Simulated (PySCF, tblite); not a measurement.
# C6H11BCl2: geometry, infrared bands and NMR shifts

What infrared bands and NMR shifts should C6H11BCl2 (`CC[C@@H]1CB(Cl)C[C@@H]1Cl`) show?

Programs: tblite 0.8.0 and PySCF 2.14.0, with density-fitted response routines of our own. Each step states its level of theory. These are calculated values for one molecule in the gas phase, unless marked as measured. Atoms are numbered from 0 throughout.

## 1. The starting structure

20 atoms, charge 0, multiplicity 1; geometry from: force field or distance geometry start.

Bonds of the start (Å): C0–C1 1.50, C1–C2 1.50, C2–C3 1.52, C3–B4 1.58, B4–Cl5 1.86, B4–C6 1.58, C6–C7 1.52, C7–Cl8 1.79, C7–C2 1.50, C0–H9 1.11, C0–H10 1.12, C0–H11 1.11, C1–H12 1.11, C1–H13 1.10, C2–H14 1.10, C3–H15 1.11, C3–H16 1.09, C6–H17 1.12, C6–H18 1.10, C7–H19 1.11.

## 2. Relaxing the molecule with GFN2-xTB

Job settings and geometry (Å):

```
{"job": {"kind": "relax", "xc": "GFN2-xTB", "basis": "xTB"}, "charge": 0, "multiplicity": 1}
C      2.429100     0.532400     0.458800
C      1.375100     0.183600    -0.554900
C      0.212900    -0.596300    -0.008900
C     -0.705700    -0.831300    -1.191100
B     -1.946200     0.108700    -0.906100
Cl    -3.496700     0.043100    -1.933600
C     -2.004300     0.159500     0.672100
C     -0.548000     0.084600     1.084700
Cl    -0.032600     1.778000     1.349100
H      3.325600    -0.101600     0.285700
H      2.704000     1.616400     0.339900
H      2.103200     0.407900     1.510700
H      1.840300    -0.377600    -1.388400
H      0.982200     1.131200    -0.952900
H      0.518400    -1.578200     0.376800
H     -1.081500    -1.875900    -1.118600
H     -0.203900    -0.578400    -2.121900
H     -2.548500    -0.751400     1.022300
H     -2.481900     1.094900     1.009400
H     -0.446600    -0.438900     2.063800
```

Launch:

```console
$ OMP_NUM_THREADS=1 python probes_run.py task.json out
```

This one command runs all jobs of the session in turn.

The program printed:

```text
step      E/eV     max force
  0    -783.47736    2.939
  1    -783.80821    2.221
  2    -784.05551    0.975
  3    -784.11799    0.789
  4    -784.19449    0.494
  5    -784.22413    0.392
  6    -784.25585    0.397
  7    -784.27566    0.360
  8    -784.29284    0.239
  9    -784.30339    0.195
 10    -784.31168    0.261
 11    -784.31988    0.343
 12    -784.32994    0.341
 13    -784.34077    0.244
 14    -784.34906    0.200
 15    -784.35342    0.122
 16    -784.35590    0.111
 17    -784.35771    0.109
 18    -784.35943    0.092
 19    -784.36148    0.122
 20    -784.36373    0.117
 21    -784.36600    0.121
 22    -784.36819    0.123
 23    -784.37037    0.106
 24    -784.37262    0.116
 25    -784.37501    0.109
 26    -784.37752    0.160
 27    -784.38011    0.162
 28    -784.38259    0.113
 29    -784.38492    0.121
 30    -784.38724    0.114
 31    -784.38985    0.117
 32    -784.39313    0.140
 33    -784.39716    0.144
 34    -784.40202    0.140
 35    -784.40830    0.147
 36    -784.41764    0.234
 37    -784.43039    0.342
 38    -784.44273    0.376
 39    -784.42470    0.833
 40    -784.46928    0.344
 41    -784.48033    0.276
 42    -784.50453    0.349
 43    -784.51712    0.307
 44    -784.54182    0.240
 45    -784.55713    0.249
 46    -784.56988    0.323
 47    -784.57827    0.325
 48    -784.58678    0.197
 49    -784.59418    0.162
 50    -784.59979    0.204
 51    -784.60783    0.203
 52    -784.61468    0.199
 53    -784.62159    0.204
 54    -784.62849    0.181
 55    -784.63494    0.153
 56    -784.63849    0.165
 57    -784.64311    0.134
 58    -784.64601    0.128
 59    -784.64993    0.108
 60    -784.65198    0.089
 61    -784.65362    0.088
 62    -784.65477    0.084
 63    -784.65628    0.094
 64    -784.65781    0.103
 65    -784.65919    0.104
 66    -784.66041    0.097
 67    -784.66196    0.136
 68    -784.66410    0.153
 69    -784.66661    0.122
 70    -784.66885    0.083
 71    -784.67044    0.079
 72    -784.67175    0.078
 73    -784.67341    0.090
 74    -784.67547    0.110
 75    -784.67779    0.092
 76    -784.67984    0.076
 77    -784.68097    0.062
 78    -784.68161    0.050
 79    -784.68206    0.043
 80    -784.68262    0.051
 81    -784.68322    0.049
 82    -784.68371    0.065
 83    -784.68407    0.066
 84    -784.68441    0.057
 85    -784.68486    0.055
 86    -784.68541    0.065
 87    -784.68589    0.046
 88    -784.68624    0.046
 89    -784.68656    0.050
 90    -784.68698    0.056
 91    -784.68753    0.071
 92    -784.68804    0.055
 93    -784.68841    0.040
 94    -784.68873    0.042
 95    -784.68910    0.052
 96    -784.68949    0.051
 97    -784.68979    0.034
 98    -784.68995    0.024
 99    -784.69006    0.023
100    -784.69017    0.023
101    -784.69026    0.021
102    -784.69033    0.021
103    -784.69040    0.022
104    -784.69050    0.028
105    -784.69063    0.025
106    -784.69077    0.026
107    -784.69095    0.031
108    -784.69119    0.043
109    -784.69149    0.056
110    -784.69180    0.043
111    -784.69203    0.032
112    -784.69217    0.029
113    -784.69229    0.026
114    -784.69240    0.025
115    -784.69251    0.027
116    -784.69263    0.028
117    -784.69276    0.027
118    -784.69291    0.028
119    -784.69303    0.024
120    -784.69311    0.020
121    -784.69317    0.018
122    -784.69323    0.019
123    -784.69329    0.016
124    -784.69334    0.014
125    -784.69338    0.013
126    -784.69342    0.011
127    -784.69344    0.012
128    -784.69346    0.010
129    -784.69348    0.011
130    -784.69350    0.009
```

Run time: 1 s. Hardware: 1 thread of Intel Xeon 6975P-C, shared host.

Relaxation path: (not every step is listed)

```tsv
step	energy from step 0 (eV)	largest force (eV/Å)
0	0.0000	2.9390
1	-0.3309	2.2213
2	-0.5782	0.9752
3	-0.6406	0.7891
4	-0.7171	0.4944
5	-0.7468	0.3920
6	-0.7785	0.3968
7	-0.7983	0.3604
8	-0.8155	0.2389
19	-0.8841	0.1218
30	-0.9099	0.1144
41	-1.0030	0.2760
52	-1.1373	0.1986
63	-1.1789	0.0944
74	-1.1981	0.1101
85	-1.2075	0.0546
96	-1.2121	0.0507
107	-1.2136	0.0309
118	-1.2156	0.0282
125	-1.2160	0.0130
126	-1.2161	0.0112
127	-1.2161	0.0121
128	-1.2161	0.0102
129	-1.2161	0.0106
130	-1.2161	0.0095
```

Distances of close pairs at the start and the end, largest changes first:

```tsv
bond	before (Å)	after (Å)	change (Å)
B4–Cl5	1.861	1.692	-0.170
C2–C7	1.496	1.534	+0.038
C0–H10	1.125	1.087	-0.037
C2–C3	1.515	1.542	+0.027
C1–C2	1.502	1.528	+0.025
C7–H19	1.115	1.090	-0.024
C0–H9	1.112	1.088	-0.023
C6–H17	1.117	1.094	-0.023
```

The final coordinates are the input of the step that follows.

## 3. Infrared spectrum with GFN2-xTB

Job settings and geometry (Å):

```
{"job": {"kind": "ir", "xc": "GFN2-xTB", "basis": "xTB"}, "charge": 0, "multiplicity": 1}
C      2.513483     0.208654     0.655837
C      1.545253     0.217940    -0.521380
C      0.174979    -0.358639    -0.170277
C     -0.780269    -0.438423    -1.378112
B     -2.223195    -0.473629    -0.728281
Cl    -3.677062    -0.850251    -1.506771
C     -2.053059    -0.106467     0.809782
C     -0.610760     0.406547     0.902842
Cl    -0.605548     2.163522     0.553317
H      2.606241    -0.793091     1.070414
H      3.498008     0.538152     0.333017
H      2.172857     0.879363     1.440036
H      1.963551    -0.377606    -1.336165
H      1.426682     1.240564    -0.882635
H      0.316914    -1.371085     0.226749
H     -0.522404    -1.265534    -2.038981
H     -0.666589     0.471592    -1.975093
H     -2.145045    -1.003291     1.429447
H     -2.762112     0.615702     1.214868
H     -0.177073     0.306660     1.898352
```

The program printed:

```text
mode    cm-1     km/mol
  1      51.4      0.89
  2      63.9      0.87
  3     109.1      0.11
  4     179.3      0.56
  5     197.2      2.38
  6     244.8      1.42
  7     254.8      0.09
  8     288.9      0.22
  9     317.5      0.37
 10     358.6      0.20
 11     451.0      0.27
 12     476.9      6.37
 13     583.7      6.93
 14     611.4      4.89
 15     727.3      1.53
 16     753.9      3.89
 17     805.9      8.10
 18     845.4     59.36
 19     879.7      5.91
 20     966.6     83.74
 21     998.3     44.99
 22    1006.5     21.16
 23    1039.1     23.21
 24    1058.2     38.17
 25    1076.1     36.04
 26    1092.5      3.17
 27    1107.2      1.78
 28    1142.9     10.98
 29    1160.7     26.21
 30    1199.7     41.86
 31    1220.6     14.11
 32    1233.8     17.73
 33    1253.2      5.18
 34    1268.8     29.82
 35    1291.8     14.57
 36    1321.5      6.97
 37    1355.4      0.65
 38    1415.5      4.06
 39    1437.8     23.81
 40    1447.1     18.63
 41    1486.3      7.24
 42    1502.3      1.92
 43    1508.8      2.56
 44    2912.9     26.65
 45    2946.9      9.88
 46    2950.9     22.66
 47    2963.2     17.91
 48    2972.4     36.64
 49    2995.7     21.31
 50    2999.8     11.16
 51    3003.3     22.88
 52    3029.5     48.39
 53    3040.5     44.00
 54    3048.9     29.90
```

It took 0.77 s on 1 thread of Intel Xeon 6975P-C, shared host.

The strongest bands and the atoms that carry them (share of the mass-weighted mode):

```tsv
cm⁻¹	km/mol	atoms
845	59.4	B4 17 %, C3 17 %, C6 11 %
967	83.7	B4 29 %, H10 15 %
998	45.0	B4 29 %, C7 18 %, C6 14 %
1058	38.2	B4 22 %, H17 17 %, C3 12 %, C7 11 %
1200	41.9	H19 31 %, C7 19 %, C6 13 %, H18 11 %
2972	36.6	H12 85 %
3030	48.4	H9 88 %
3040	44.0	H10 79 %, H11 11 %
```

## 4. Nuclear shieldings: PBE0/pcSseg-1

Settings changed since step 3:

```diff
@@ -1,2 +1,2 @@
-{"job": {"kind": "ir", "xc": "GFN2-xTB", "basis": "xTB"}, "charge": 0, "multiplicity": 1}
+{"job": {"kind": "nmr", "xc": "PBE0", "basis": "pcSseg-1"}, "charge": 0, "multiplicity": 1}
 C      2.513483     0.208654     0.655837
```

Method: GIAO PBE0/pcSseg-1 NMR shielding, non-relativistic, gas phase.

The program printed:

```text
coarse grid: 17672 points
cycle   1  E = -1179.7670028978  dE =  1.073e+00  |g| = 4.683e-01  |ddm| = 3.967e+00
cycle   2  E = -1179.7670641982  dE = -6.130e-05  |g| = 4.894e-01  |ddm| = 8.826e-01
cycle   3  E = -1179.8265237403  dE = -5.946e-02  |g| = 4.079e-02  |ddm| = 4.382e-01
cycle   4  E = -1179.8268294842  dE = -3.057e-04  |g| = 2.224e-02  |ddm| = 6.518e-02
cycle   5  E = -1179.8269392903  dE = -1.098e-04  |g| = 4.408e-03  |ddm| = 2.317e-02
cycle   6  E = -1179.8269435239  dE = -4.234e-06  |g| = 1.741e-03  |ddm| = 6.325e-03
final grid: 161040 points
cycle   7  E = -1179.8784113498  dE = -6.320e-05  |g| = 1.111e-02  |ddm| = 3.912e-02
cycle   8  E = -1179.8783912884  dE =  2.006e-05  |g| = 1.405e-02  |ddm| = 2.349e-02
cycle   9  E = -1179.8784416615  dE = -5.037e-05  |g| = 1.702e-03  |ddm| = 1.489e-02
cycle  10  E = -1179.8784422645  dE = -6.029e-07  |g| = 3.530e-04  |ddm| = 2.136e-03
cycle  11  E = -1179.8784422944  dE = -2.997e-08  |g| = 6.495e-05  |ddm| = 3.379e-04
cycle  12  E = -1179.8784422953  dE = -9.109e-10  |g| = 2.006e-05  |ddm| = 8.446e-05
converged SCF energy = -1179.8784422953

GIAO shielding tensors (ppm)
atom      isotropic    diamagn.    paramagn.     s11        s22        s33       span
  0 C      172.443     246.480     -74.037    159.497    169.819    188.013     28.517
  1 C      156.184     245.524     -89.341    142.785    150.914    174.853     32.068
  2 C      134.859     249.406    -114.547    114.937    135.343    154.297     39.360
  3 C      150.777     251.321    -100.544    135.570    142.113    174.647     39.076
  4 B       17.210     189.596    -172.386    -42.844      3.044     91.430    134.274
  5 Cl     700.888    1146.483    -445.594    399.799    632.368   1070.499    670.700
  6 C      142.118     252.990    -110.872    126.482    135.819    164.053     37.570
  7 C      117.439     248.607    -131.168     85.969    121.713    144.634     58.664
  8 Cl     837.793    1148.797    -311.004    653.683    796.799   1062.897    409.213
  9 H       31.010      29.907       1.103     26.609     28.846     37.575     10.966
 10 H       30.521      27.576       2.945     25.620     27.233     38.711     13.091
 11 H       30.468      30.245       0.222     24.948     31.253     35.202     10.254
 12 H       30.145      30.984      -0.840     23.918     30.286     36.230     12.312
 13 H       29.781      31.224      -1.444     26.402     30.315     32.626      6.224
 14 H       29.903      34.348      -4.445     26.660     28.616     34.435      7.775
 15 H       30.344      30.545      -0.201     25.296     30.018     35.720     10.424
 16 H       30.313      30.414      -0.101     26.144     30.283     34.512      8.367
 17 H       29.995      30.010      -0.014     25.093     28.047     36.847     11.753
 18 H       29.736      30.072      -0.336     24.832     29.819     34.558      9.725
 19 H       27.071      32.543      -5.472     24.575     24.713     31.927      7.352
```

Wall time 32 s (1 thread of Intel Xeon 6975P-C, shared host); peak memory 1.1 GiB.

The references, computed at this level on geometries of the same kind, shield at (ppm): 1H TMS 31.72, 13C TMS 186.9, 11B BF3·OEt2 100.1, 35Cl HCl 950. Their shielding less the atom's gives the shift. The references are single molecules in the gas phase. Atoms listed in one row are averaged.

```tsv
atoms	environment	σ (ppm)	δ (ppm)	δ scaled to CDCl3
C7	sp3 CH bonded to Cl	117.4	69.5	65.9
C2	sp3 CH in a ring	134.9	52.1	48.9
C6	sp3 CH2 bonded to B	142.1	44.8	41.8
C3	sp3 CH2 bonded to B	150.8	36.1	33.4
C1	sp3 CH2	156.2	30.7	28.1
C0	methyl carbon	172.4	14.5	12.2
H19	hydrogen on an sp3 CH bonded to Cl	27.07	4.65	4.49
H18	hydrogen on an sp3 CH2 bonded to B	29.74	1.98	1.97
H13	hydrogen on an sp3 CH2	29.78	1.94	1.93
H14	hydrogen on an sp3 CH in a ring	29.90	1.81	1.82
H17	hydrogen on an sp3 CH2 bonded to B	30.00	1.72	1.73
H12	hydrogen on an sp3 CH2	30.14	1.57	1.59
H16	hydrogen on an sp3 CH2 bonded to B	30.31	1.40	1.43
H15	hydrogen on an sp3 CH2 bonded to B	30.34	1.37	1.40
H9, H10, H11	hydrogen on a methyl carbon	30.67	1.05	1.10
B4	boron bonded to 2 C, Cl, in a 5-membered ring	17.2	82.9	–
Cl5	chlorine bonded to B	701	249	–
Cl8	chlorine bonded to C	838	112	–
```

The scaled column applies a straight-line fit of computed shieldings to shifts measured in CDCl3, with any fitted terms for Cl, Br or S neighbours (root-mean-square error 0.16 ppm for H, 1.9 ppm for C).

The run also stored atomic charges by several schemes (e):

```tsv
atoms	Mulliken	IAO	Hirshfeld	ESP fit
C0	-0.26	-0.42	-0.12	-0.27
C1	-0.18	-0.25	-0.07	-0.12
C2	-0.32	-0.10	-0.03	0.30
C3	-0.34	-0.42	-0.16	-0.57
B4	0.50	0.23	0.18	0.45
Cl5	-0.18	-0.02	-0.05	-0.15
C6	-0.35	-0.42	-0.16	-0.56
C7	-0.22	-0.08	0.01	-0.01
Cl8	-0.13	-0.13	-0.04	-0.15
```

Mayer bond orders: C0–C1 1.06, C1–C2 1.03, C2–C3 1.00, C3–B4 1.01, B4–Cl5 1.20, B4–C6 0.99, C6–C7 1.00, C7–Cl8 0.99, C7–C2 0.95.

Ring of atoms C2, C3, B4, C6, C7: NICS(0) 0.8, NICS(1) -3.1, NICS(1)zz -2.1 ppm (means of both faces).

## 5. Outcome

| quantity | value |
| --- | --- |
| strongest single infrared mode (GFN2-xTB) | 967 cm⁻¹, 84 km/mol |
| zero-point energy (GFN2-xTB) | 101.0 kcal/mol |
| 13C shifts against TMS (PBE0/pcSseg-1) | 69.5, 52.1, 44.8, 36.1, 30.7, 14.5 ppm |
| 1H shifts against TMS (PBE0/pcSseg-1, means over atoms taken as alike) | 4.65, 1.98, 1.94, 1.81, 1.72, 1.57, 1.40, 1.37, 1.05 ppm |
| 11B shifts against BF3·OEt2 (PBE0/pcSseg-1) | 82.9 ppm |
| 35Cl shifts against HCl (PBE0/pcSseg-1) | 249, 112 ppm |

In words: Over 130 steps the energy fell by 1.216 eV; of the close pairs, B4–Cl5 changed most, 1.861 to 1.692 Å. No mode is imaginary among the 54: a minimum at this level. The strongest single mode, at 967 cm⁻¹, is spread over many atoms; the largest shares are those of B4, H10. GFN2-xTB is a fitted tight-binding method: band positions and strengths are rough. Its intensities can rank the bands wrongly. C7 (sp3 CH bonded to Cl) lies farthest downfield among carbon, at 69.5 ppm; deshielded by the electronegative neighbour. The most deshielded hydrogen is H19 (hydrogen on an sp3 CH bonded to Cl), at 4.65 ppm: its carbon carries Cl, which withdraws density. At PBE0/pcSseg-1: The widest tensor belongs to Cl5: span 671 ppm, with a paramagnetic part of -446 ppm.
